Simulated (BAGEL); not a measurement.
**One shape, several levels: triplet C2H4FNSi**

Wanted: a comparison of 3 runs (UHF/3-21G, ROHF/def2-SVP, UHF/def2-SVP) of triplet C2H4FNSi. 

Program for the calculation: BAGEL 1.2.2.

5 further runs of the same task are left out: 4 that didn't finish, 1 set aside as unsound or not needed.

## 1. The molecule

The species is C2H4FNSi (9 atoms), meant as a triplet with charge 0. SMILES of the parent species: `N#CC[SiH2]F`. Geometry: relaxed at GFN2-xTB. This is one conformer, not always the lowest. That shape belongs to the parent species and isn't relaxed for this state.

Bond lengths: N1–C2 1.144 Å, C2–C3 1.429 Å, C3–Si4 1.913 Å, Si4–F5 1.611 Å, C3–H6 1.093 Å, C3–H7 1.093 Å, Si4–H8 1.452 Å, Si4–H9 1.452 Å. Some angles: N1–C2–C3 178.8°, C2–C3–Si4 111.9°, C3–Si4–F5 104.0°, C2–C3–H6 108.5°, C2–C3–H7 108.5°, Si4–C3–H6 110.1°, Si4–C3–H7 110.0°, C3–Si4–H8 111.9°, C3–Si4–H9 111.8°, F5–Si4–H8 105.9°.

## 2. The energy at UHF/3-21G (density fitting with qzvpp-jkfit) (run 1)

Input file input.json:

```json
{ "bagel": [

{
  "title": "molecule",
  "basis": "3-21g",
  "df_basis": "qzvpp-jkfit",
  "angstrom": "true",
  "geometry": [
    { "atom": "N", "xyz": [       1.503500,      -2.128930,       0.860970 ] },
    { "atom": "C", "xyz": [       1.195660,      -1.119080,       0.420570 ] },
    { "atom": "C", "xyz": [       0.783360,       0.136220,      -0.123400 ] },
    { "atom": "Si", "xyz": [      -1.117240,       0.345610,      -0.072670 ] },
    { "atom": "F", "xyz": [      -1.366070,       1.801200,      -0.716030 ] },
    { "atom": "H", "xyz": [       1.141490,       0.201070,      -1.154080 ] },
    { "atom": "H", "xyz": [       1.263530,       0.935560,       0.446630 ] },
    { "atom": "H", "xyz": [      -1.788620,      -0.596270,      -0.950550 ] },
    { "atom": "H", "xyz": [      -1.615620,       0.424600,       1.288560 ] }
  ]
},

{
  "title": "uhf",
  "nopen": 2
},

{
  "title": "print",
  "file": "orbitals.molden",
  "orbitals": "true"
}

]}
```

On the command line:

```sh
$ BAGEL_NUM_THREADS=1 BAGEL input.json > input.out
```

The program printed:

```text
* using 1 threads per process

  ===============================================================
  ===============================================================

  *** Geometry ***

  { "atom" : "N", "xyz" : [      2.841203,     -4.023095,      1.626998 ] },
  { "atom" : "C", "xyz" : [      2.259470,     -2.114755,      0.794762 ] },
  { "atom" : "C", "xyz" : [      1.480336,      0.257418,     -0.233192 ] },
  { "atom" : "Si", "xyz" : [     -2.111278,      0.653108,     -0.137326 ] },
  { "atom" : "F", "xyz" : [     -2.581498,      3.403775,     -1.353101 ] },
  { "atom" : "H", "xyz" : [      2.157103,      0.379967,     -2.180895 ] },
  { "atom" : "H", "xyz" : [      2.387726,      1.767952,      0.844008 ] },
  { "atom" : "H", "xyz" : [     -3.380002,     -1.126787,     -1.796279 ] },
  { "atom" : "H", "xyz" : [     -3.053079,      0.802378,      2.435025 ] },

  Number of auxiliary basis functions:      504

  Since a DF basis is specified, we compute 2- and 3-index integrals:
    o Being stored without compression. Storage requirement is 0.013 GB

  Number of basis functions:       57
  Number of electrons      :       46

    * METHOD: MOLECULE                             0.16

  *** Open-shell HF ***

  === Nuclear Repulsion ===
   201.4093945368

      * DIIS with orbital gradients will be used.

  === UHF iteration (3-21g) ===
      0       -517.55144384          0.05418391           0.07
      1       -517.69219785          0.04389743           0.07
      2       -517.77000035          0.03460031           0.07
      3       -517.86274638          0.00582122           0.07
      4       -517.88167778          0.00450224           0.07
      5       -517.89691304          0.00285388           0.07
      6       -517.90463085          0.00082070           0.07
      7       -517.90521850          0.00037536           0.07
      8       -517.90535263          0.00027650           0.07
      9       -517.90541619          0.00022066           0.07
     10       -517.90546047          0.00016912           0.07
     11       -517.90550284          0.00010383           0.07
     12       -517.90551959          0.00004819           0.07
     13       -517.90552255          0.00002203           0.07
     14       -517.90552296          0.00001139           0.07
     15       -517.90552305          0.00000527           0.07
[... 62 lines of this table left out ...]
     78       -517.90552303          0.00000001           0.07
     79       -517.90552303          0.00000001           0.07
     80       -517.90552303          0.00000001           0.07
     81       -517.90552303          0.00000001           0.07
     82       -517.90552303          0.00000001           0.07
     83       -517.90552303          0.00000001           0.07
     84       -517.90552303          0.00000001           0.07
     85       -517.90552303          0.00000001           0.07
    * SCF iteration converged.

    * S^2 (UHF) is 2.0134

    * Permanent dipole moment:
           (    0.156746,    -0.324342,     0.139580) a.u.

    * METHOD: UHF                                  6.32

    * METHOD: PRINT                                0.01

  ===============================================================
```

Wall time 6.9 s (1 thread of Arm Neoverse V2, shared host); peak memory 0.093 GiB.

## 3. A single-point energy at ROHF/def2-SVP (density fitting with qzvpp-jkfit) (run 2)

Input file input.json:

```json
{ "bagel" : [

{
  "title" : "molecule",
  "basis" : "svp",
  "df_basis" : "qzvpp-jkfit",
  "angstrom" : "true",
  "geometry" : [
    { "atom" : "N", "xyz" : [    1.503500,   -2.128930,    0.860970 ] },
    { "atom" : "C", "xyz" : [    1.195660,   -1.119080,    0.420570 ] },
    { "atom" : "C", "xyz" : [    0.783360,    0.136220,   -0.123400 ] },
    { "atom" : "Si", "xyz" : [   -1.117240,    0.345610,   -0.072670 ] },
    { "atom" : "F", "xyz" : [   -1.366070,    1.801200,   -0.716030 ] },
    { "atom" : "H", "xyz" : [    1.141490,    0.201070,   -1.154080 ] },
    { "atom" : "H", "xyz" : [    1.263530,    0.935560,    0.446630 ] },
    { "atom" : "H", "xyz" : [   -1.788620,   -0.596270,   -0.950550 ] },
    { "atom" : "H", "xyz" : [   -1.615620,    0.424600,    1.288560 ] }
  ]
},
{
  "title" : "rohf",
  "nopen" : 2
},
{
  "title" : "print",
  "file" : "orbitals.molden",
  "orbitals" : "true"
}

]}
```

On the command line:

```sh
$ BAGEL_NUM_THREADS=1 BAGEL input.json > input.out
```

The program printed:

```text
* using 1 threads per process

  ===============================================================
  ===============================================================

  *** Geometry ***

  { "atom" : "N", "xyz" : [      2.841203,     -4.023095,      1.626998 ] },
  { "atom" : "C", "xyz" : [      2.259470,     -2.114755,      0.794762 ] },
  { "atom" : "C", "xyz" : [      1.480336,      0.257418,     -0.233192 ] },
  { "atom" : "Si", "xyz" : [     -2.111278,      0.653108,     -0.137326 ] },
  { "atom" : "F", "xyz" : [     -2.581498,      3.403775,     -1.353101 ] },
  { "atom" : "H", "xyz" : [      2.157103,      0.379967,     -2.180895 ] },
  { "atom" : "H", "xyz" : [      2.387726,      1.767952,      0.844008 ] },
  { "atom" : "H", "xyz" : [     -3.380002,     -1.126787,     -1.796279 ] },
  { "atom" : "H", "xyz" : [     -3.053079,      0.802378,      2.435025 ] },

  Number of auxiliary basis functions:      504

  Since a DF basis is specified, we compute 2- and 3-index integrals:
    o Being stored without compression. Storage requirement is 0.036 GB

  Number of basis functions:       94
  Number of electrons      :       46

    * METHOD: MOLECULE                             0.22

  *** Open-shell HF ***

  === Nuclear Repulsion ===
   201.4093945368

      * DIIS with orbital gradients will be used.

  === ROHF iteration (svp) ===
      0       -519.84537738          0.04021820           0.14
      1       -519.86159390          0.04869529           0.13
      2       -519.54725390          0.05475500           0.13
      3       -520.34154662          0.01351539           0.13
      4       -520.40499080          0.00451145           0.13
      5       -520.42249272          0.00193021           0.14
      6       -520.43304477          0.00154006           0.14
      7       -520.43768598          0.00073243           0.14
      8       -520.43917561          0.00033554           0.14
      9       -520.43955109          0.00022285           0.14
     10       -520.43966998          0.00017283           0.14
     11       -520.43973692          0.00013822           0.14
     12       -520.43980160          0.00009940           0.14
     13       -520.43982905          0.00006700           0.14
     14       -520.43984286          0.00004297           0.14
     15       -520.43984494          0.00002389           0.14
[... 66 lines of this table left out ...]
     82       -520.43984412          0.00000002           0.13
     83       -520.43984412          0.00000002           0.13
     84       -520.43984412          0.00000002           0.13
     85       -520.43984412          0.00000003           0.13
     86       -520.43984412          0.00000002           0.13
     87       -520.43984412          0.00000002           0.13
     88       -520.43984412          0.00000001           0.13
     89       -520.43984412          0.00000001           0.13
    * SCF iteration converged.

    * S^2 (ROHF) is 2.0000

    * Permanent dipole moment:
           (    0.143988,    -0.387924,     0.168871) a.u.

    * METHOD: ROHF                                12.32

    * METHOD: PRINT                                0.01

  ===============================================================
```

Wall time 13 s (1 thread of Arm Neoverse V2, shared host); peak memory 0.14 GiB.

## 4. The energy at UHF/def2-SVP (density fitting with qzvpp-jkfit) (run 3)

Input file job.json:

```json
{ "bagel" : [

{
  "title" : "molecule",
  "basis" : "svp",
  "df_basis" : "qzvpp-jkfit",
  "angstrom" : true,
  "geometry" : [
    { "atom" : "N", "xyz" : [    1.503500,   -2.128930,    0.860970 ] },
    { "atom" : "C", "xyz" : [    1.195660,   -1.119080,    0.420570 ] },
    { "atom" : "C", "xyz" : [    0.783360,    0.136220,   -0.123400 ] },
    { "atom" : "Si", "xyz" : [   -1.117240,    0.345610,   -0.072670 ] },
    { "atom" : "F", "xyz" : [   -1.366070,    1.801200,   -0.716030 ] },
    { "atom" : "H", "xyz" : [    1.141490,    0.201070,   -1.154080 ] },
    { "atom" : "H", "xyz" : [    1.263530,    0.935560,    0.446630 ] },
    { "atom" : "H", "xyz" : [   -1.788620,   -0.596270,   -0.950550 ] },
    { "atom" : "H", "xyz" : [   -1.615620,    0.424600,    1.288560 ] }
  ]
},
{ "title" : "uhf", "nopen" : 2 },
{ "title" : "print", "file" : "orbitals.molden", "orbitals" : true }

]}
```

On the command line:

```sh
$ BAGEL_NUM_THREADS=1 BAGEL job.json > job.out
```

The program printed:

```text
* using 1 threads per process

  ===============================================================
  ===============================================================

  *** Geometry ***

  { "atom" : "N", "xyz" : [      2.841203,     -4.023095,      1.626998 ] },
  { "atom" : "C", "xyz" : [      2.259470,     -2.114755,      0.794762 ] },
  { "atom" : "C", "xyz" : [      1.480336,      0.257418,     -0.233192 ] },
  { "atom" : "Si", "xyz" : [     -2.111278,      0.653108,     -0.137326 ] },
  { "atom" : "F", "xyz" : [     -2.581498,      3.403775,     -1.353101 ] },
  { "atom" : "H", "xyz" : [      2.157103,      0.379967,     -2.180895 ] },
  { "atom" : "H", "xyz" : [      2.387726,      1.767952,      0.844008 ] },
  { "atom" : "H", "xyz" : [     -3.380002,     -1.126787,     -1.796279 ] },
  { "atom" : "H", "xyz" : [     -3.053079,      0.802378,      2.435025 ] },

  Number of auxiliary basis functions:      504

  Since a DF basis is specified, we compute 2- and 3-index integrals:
    o Being stored without compression. Storage requirement is 0.036 GB

  Number of basis functions:       94
  Number of electrons      :       46

    * METHOD: MOLECULE                             0.22

  *** Open-shell HF ***

  === Nuclear Repulsion ===
   201.4093945368

      * DIIS with orbital gradients will be used.

  === UHF iteration (svp) ===
      0       -519.84537738          0.04021820           0.13
      1       -519.72396257          0.05418769           0.13
      2       -519.39554823          0.06109389           0.13
      3       -520.31426449          0.01416374           0.13
      4       -520.38914603          0.00447856           0.13
      5       -520.40854027          0.00253072           0.13
      6       -520.42183988          0.00218265           0.13
      7       -520.43129979          0.00158235           0.13
      8       -520.43729568          0.00129819           0.13
      9       -520.44017598          0.00114226           0.13
     10       -520.44552986          0.00084402           0.13
     11       -520.44665258          0.00058816           0.13
     12       -520.44806591          0.00034490           0.13
     13       -520.44819024          0.00015516           0.13
     14       -520.44823363          0.00007023           0.13
     15       -520.44824368          0.00002985           0.13
[... 44 lines of this table left out ...]
     60       -520.44824663          0.00000015           0.13
     61       -520.44824663          0.00000004           0.13
     62       -520.44824663          0.00000004           0.13
     63       -520.44824663          0.00000003           0.13
     64       -520.44824663          0.00000002           0.13
     65       -520.44824663          0.00000002           0.14
     66       -520.44824663          0.00000001           0.13
     67       -520.44824663          0.00000001           0.14
    * SCF iteration converged.

    * S^2 (UHF) is 2.0175

    * Permanent dipole moment:
           (    0.147804,    -0.394245,     0.171239) a.u.

    * METHOD: UHF                                  9.20

    * METHOD: PRINT                                0.01

  ===============================================================
```

It took 9.6 s on 1 thread of Arm Neoverse V2, shared host; peak memory 0.14 GiB.

## 5. Overview of the runs

```tsv
run	level	energy (Eh)	dipole moment (D)	⟨S²⟩	wall time
1	UHF/3-21G (density fitting with qzvpp-jkfit)	-517.905523	0.98	2.013	6.9 s
2	ROHF/def2-SVP (density fitting with qzvpp-jkfit)	-520.439844	1.14	2.000	13 s
3	UHF/def2-SVP (density fitting with qzvpp-jkfit)	-520.448247	1.16	2.018	9.6 s
```

## 6. Results

| quantity | value |
| --- | --- |
| run 3: total energy | -520.44825 Eh |
| run 3: dipole moment | 1.16 D |
| run 3: ⟨S²⟩ | 2.018 |

**Reading.** The dipole moment (its size) runs from 0.98 D (UHF/3-21G) to 1.16 D (UHF/def2-SVP). All runs together took 29 s, the longest 13 s.
